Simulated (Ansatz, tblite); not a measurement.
**The cluster Be₁₃O₁₃: rung by rung**

One table from this session's results is given with a row withheld; the runs are named, their logs left out.

The runs use Ansatz 0.2.0, Gaussian basis; as each input shows.

The runs, in order: GFN1-xTB, GFN2-xTB, PBE-D4/def2-TZVP, r2SCAN-D4/def2-TZVP, HSE06-D4/def2-TZVP, revPBE-D4/def2-TZVP, r2SCANh-D4/def2-TZVP, PBE-D4/def2-SVP, PBE0-D4/def2-SVP, HF/STO-3G, HF/6-31G, B3LYP-D4/6-31G, CCSD(T)/def2-SVP, RPA/def2-SVP.

### The structure

The singlet was relaxed beforehand with PBE-D4/def2-SVP.

26 atoms, charge 0, spin multiplicity 1.

Bond lengths: O1–Be14 1.567 Å, O1–Be16 1.577 Å, O1–Be23 1.645 Å, O2–Be15 1.585 Å, O2–Be16 1.582 Å, O2–Be17 1.621 Å, O3–Be14 1.535 Å, O3–Be15 1.663 Å, O3–Be19 1.564 Å, O4–Be18 1.633 Å, O4–Be19 1.567 Å, O4–Be20 1.603 Å, O5–Be17 1.605 Å, O5–Be18 1.544 Å, O5–Be22 1.555 Å, O6–Be15 1.585 Å, O6–Be18 1.573 Å, O6–Be19 1.645 Å and more. Angles: Be14–O1–Be16 104.4°, Be14–O1–Be23 82.0°, Be16–O1–Be23 78.2°, Be15–O2–Be16 114.1°, Be15–O2–Be17 114.7°, Be16–O2–Be17 110.6°, Be14–O3–Be15 105.3°, Be14–O3–Be19 112.5°, Be15–O3–Be19 79.7°, Be18–O4–Be19 80.0°, Be18–O4–Be20 107.7°, Be19–O4–Be20 119.5°, Be17–O5–Be18 113.0°, Be17–O5–Be22 109.4°, Be18–O5–Be22 112.3°, Be15–O6–Be18 102.8°, Be15–O6–Be19 79.6°, Be18–O6–Be19 79.4° and more.

Coordinates:

```
O    -2.0468   -0.6065    2.1860
O    -2.1743    0.0447   -0.5224
O    -2.0149   -2.6463    0.3918
O     0.5154   -2.6005   -0.7957
O     0.1541   -0.1574   -2.0380
O    -1.6120   -2.2678   -1.9793
O    -0.8789    1.3828    1.5426
O     0.1956   -1.3581    1.6031
O     2.2002    1.5966   -1.2037
O    -0.4952    2.1981   -0.9731
O     0.9959    3.3037    0.5884
O     2.1713   -0.6087   -0.2090
O     3.0887    1.6093    1.4321
Be   -1.3707   -1.8663    1.5458
Be   -2.3263   -1.5112   -0.7835
Be   -2.1189    0.4401    1.0088
Be   -0.9669    0.7545   -1.3385
Be   -0.1587   -1.6673   -1.9539
Be   -0.9747   -3.0751   -0.6949
Be    1.1109   -1.6255    0.3295
Be    1.0548    2.5680   -0.9115
Be    1.5484    0.1901   -1.4427
Be   -0.5021   -0.0421    2.1438
Be    2.1791    2.7064    1.2771
Be   -0.3561    2.4518    0.6002
Be    2.7821    0.7865    0.1968
```

PBE0-D4/def2-TZVP was run before; its log isn't repeated, and its numbers join the tables.

Set-up of the first run:

Tight binding, by tblite at 300 K electronic temperature and without a spin-polarisation term:

```python
tblite.interface.Calculator('GFN1-xTB', numbers, positions, charge=0, uhf=0).singlepoint()
```

Tight binding, by tblite at 300 K electronic temperature and without a spin-polarisation term:

```python
tblite.interface.Calculator('GFN2-xTB', numbers, positions, charge=0, uhf=0).singlepoint()
```

start.molden holds the orbitals of an earlier run on this state, given as this run's starting guess.

in.yaml reads:

```yaml
crystal:
  periodic: [false, false, false]
  atoms:
    - {symbol: O, position_ang: [-2.046783, -0.606451, 2.186013]}
    - {symbol: O, position_ang: [-2.174334, 0.044709, -0.522401]}
    - {symbol: O, position_ang: [-2.014872, -2.646335, 0.391850]}
    - {symbol: O, position_ang: [0.515426, -2.600452, -0.795670]}
    - {symbol: O, position_ang: [0.154102, -0.157369, -2.038038]}
    - {symbol: O, position_ang: [-1.612036, -2.267805, -1.979315]}
    - {symbol: O, position_ang: [-0.878904, 1.382833, 1.542610]}
    - {symbol: O, position_ang: [0.195600, -1.358095, 1.603051]}
    - {symbol: O, position_ang: [2.200239, 1.596570, -1.203718]}
    - {symbol: O, position_ang: [-0.495214, 2.198133, -0.973064]}
    - {symbol: O, position_ang: [0.995867, 3.303655, 0.588435]}
    - {symbol: O, position_ang: [2.171277, -0.608664, -0.208998]}
    - {symbol: O, position_ang: [3.088667, 1.609312, 1.432138]}
    - {symbol: Be, position_ang: [-1.370740, -1.866330, 1.545757]}
    - {symbol: Be, position_ang: [-2.326302, -1.511230, -0.783475]}
    - {symbol: Be, position_ang: [-2.118897, 0.440115, 1.008825]}
    - {symbol: Be, position_ang: [-0.966884, 0.754471, -1.338451]}
    - {symbol: Be, position_ang: [-0.158671, -1.667335, -1.953932]}
    - {symbol: Be, position_ang: [-0.974682, -3.075057, -0.694908]}
    - {symbol: Be, position_ang: [1.110924, -1.625508, 0.329526]}
    - {symbol: Be, position_ang: [1.054782, 2.568030, -0.911494]}
    - {symbol: Be, position_ang: [1.548406, 0.190131, -1.442731]}
    - {symbol: Be, position_ang: [-0.502074, -0.042055, 2.143807]}
    - {symbol: Be, position_ang: [2.179106, 2.706427, 1.277147]}
    - {symbol: Be, position_ang: [-0.356103, 2.451774, 0.600236]}
    - {symbol: Be, position_ang: [2.782108, 0.786527, 0.196797]}
basis:
  gaussian: {orbitals: def2-TZVP, fitting: {mean_field: def2-universal-jkfit}, initial_orbitals: start.molden}
hamiltonian: {xc: pbe, dispersion: d4}
scf: {omitted_lower_state_checks: [starts]}
output: {forces: true, orbitals: {seedname: orbitals}}
```

On the command line:

```bash
$ ansatz run in.yaml --threads 2 --pin off --events-out ev --progress --plain --max-ram 22528MiB --backend cuda --devices 0, --max-vram 18GiB
```

Steps of the session up to this table: PBE-D4/def2-TZVP; r2SCAN-D4/def2-TZVP; HSE06-D4/def2-TZVP; revPBE-D4/def2-TZVP; r2SCANh-D4/def2-TZVP; PBE-D4/def2-SVP; PBE0-D4/def2-SVP; HF/STO-3G; HF/6-31G; B3LYP-D4/6-31G; CCSD(T)/def2-SVP; RPA/def2-SVP.

One of the session's tables, all rows but one given; the rest of the session is left out.

It belongs to the step «Binding energy». 

| method | binding an atom (eV) |
| --- | --- |
| HF/STO-3G | 4.444 |
| HF/6-31G | ? |
| HF/def2-SVP | 4.022 |
| PBE-D4/def2-SVP | 5.607 |
| PBE-D4/def2-TZVP | 5.557 |
| revPBE-D4/def2-TZVP | 5.371 |
| r2SCAN-D4/def2-TZVP | 5.524 |
| r2SCANh-D4/def2-TZVP | 5.460 |
| B3LYP-D4/6-31G | 5.297 |
| PBE0-D4/def2-SVP | 5.419 |
| PBE0-D4/def2-TZVP | 5.391 |
| HSE06-D4/def2-TZVP | 5.395 |
| RPA/def2-SVP | 4.513 |
| MP2/def2-SVP | 5.244 |
| CCSD/def2-SVP | 4.753 |
| CCSD(T)/def2-SVP | 4.811 |

**Question.** Estimate the row for HF/6-31G.

As computed: binding an atom (eV): 3.848. In the column «binding an atom (eV)» it is the lowest.

To keep in mind: Free atoms were run apart at each level; binding is atoms less cluster, divided by the number of atoms, without zero-point or spin-orbit terms.
